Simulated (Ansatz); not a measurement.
## BaCa in Ansatz: convergence with n extra bands

Input of the first run (n extra bands 1); the others differ in this setting and in those tied to it:

The input input.yaml:

```yaml
crystal:
  lattice:
    - [1.92019285, 1.10862386, 4.67229341]
    - [-1.92019285, 1.10862386, 4.67229341]
    - [0.0, -2.21724772, 4.67229341]
  atoms:
    - { symbol: Ba, position: [0.0, 0.0, 0.0] }
    - { symbol: Ca, position: [0.5, 0.5, 0.5] }
hamiltonian:
  xc: lda
  pseudopotentials: { kind: paw, level: accurate }
kpoints:
  mp_grid: { grid: [7, 7, 7] }
scf:
  occupations: { method: fermi_dirac, width: 0.05 }
  n_extra_bands: 1
output:
  forces: true
  stress: true
  eigenvalues: true
```

Potentials or basis: Ansatz PAW earlier set.

Command:

```console
$ ansatz run input.yaml --threads 2 --pin off --max-ram 5632MiB --backend cpu --events-out ev --progress --plain --runs-dir out
```

The cell was built by a generator and needn't be a form met in nature.

Hardware: 2 threads of Arm Neoverse V2, on a shared host.

```tsv
n extra bands	energy less the tightest run, at zero smearing (meV/atom)	SCF cycles	CPU time (s)	peak memory (GiB)
1	0.00	7	3.5	0.35
2	0.00	7	3	0.35
4	0.00	7	3.3	0.36
8	0.00	7	3.8	0.36
16	0.00	7	4.5	0.38
32	0.00	7	6.2	0.43
```

Against the tightest run, the energy stays within 1 meV/atom from 1 on. The tightest run that finished is the yardstick and may itself not be fully converged.

 Spin-orbit coupling is left out, which matters for the levels of Ba.
